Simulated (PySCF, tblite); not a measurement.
# C7H7N2 radical: geometry, infrared bands and EPR parameters

What infrared bands and EPR parameters should C7H7N2 radical (`C=Nc1ccccc1[NH]`) show?

The runs use tblite 0.8.0 and PySCF 2.14.0, with density-fitted response routines of our own; the level of theory stands in each step. All values are computed, except where a source is named. Atoms count from 0, in the outputs and in this text.

## Step 1: The starting structure

16 atoms, charge 0, multiplicity 2; geometry from: force field or distance geometry start.

Bonds of the start (Å): C0–N1 1.29, N1–C2 1.40, C2–C3 1.39, C3–C4 1.40, C4–C5 1.40, C5–C6 1.40, C6–C7 1.41, C7–N8 1.35, C7–C2 1.43, C0–H9 1.11, C0–H10 1.09, C3–H11 1.09, C4–H12 1.08, C5–H13 1.08, C6–H14 1.09, N8–H15 1.02.

## Step 2: Geometry optimisation with GFN2-xTB

What the job is given:

```
{"job": {"kind": "relax", "xc": "GFN2-xTB", "basis": "xTB"}, "charge": 0, "multiplicity": 2}
C      2.604100     0.122000    -0.658200
N      1.964500     0.110800     0.460400
C      0.571700    -0.014500     0.372100
C     -0.028100    -1.070200     1.057400
C     -1.401600    -1.310900     1.015800
C     -2.206500    -0.466400     0.246600
C     -1.629000     0.613100    -0.439800
C     -0.245900     0.880600    -0.382400
N      0.203400     1.959300    -1.057100
H      2.099400     0.029300    -1.637500
H      3.687100     0.232000    -0.667300
H      0.605300    -1.734900     1.653900
H     -1.841200    -2.138400     1.560700
H     -3.267700    -0.628000     0.186900
H     -2.271400     1.282600    -1.013300
H      1.148300     2.142300    -0.709800
```

Started as:

```sh
OMP_NUM_THREADS=1 python probes_run.py task.json out
```

The driver reads the jobs from task.json and runs them one after another.

**Question.** This job is followed by: GFN2-xTB harmonic vibrations, gas phase; UKS B3LYP, pcH-1 on C H N, non-relativistic, mean-field spin-orbit, GIAO. Predict these results of the whole session: strongest single infrared mode (GFN2-xTB); zero-point energy (GFN2-xTB); g(iso) (B3LYP); ⟨S²⟩; largest a(iso); surface potential, 1st and 99th percentile.

As calculated:

```
                                 quantity                 value
strongest single infrared mode (GFN2-xTB)   751 cm⁻¹, 76 km/mol
             zero-point energy (GFN2-xTB)         75.7 kcal/mol
                           g(iso) (B3LYP)               2.00332
                                     ⟨S²⟩    0.784 (exact 0.75)
                           largest a(iso)  13C on C7, -36.5 MHz
    surface potential, 1st and 99th percentile    -1.76 V and 1.25 V
```

Over 63 steps the energy fell by 0.368 eV; of the close pairs, N1–C2 changed most, 1.401 to 1.338 Å. No mode is imaginary among the 42: a minimum at this level. Unscaled tight-binding wavenumbers are off by several per cent, some by more. Its intensities can rank the bands wrongly. N8 carries the largest spin population, 0.51 e. The isotropic g lies 1.0 ppt above the free-electron value.
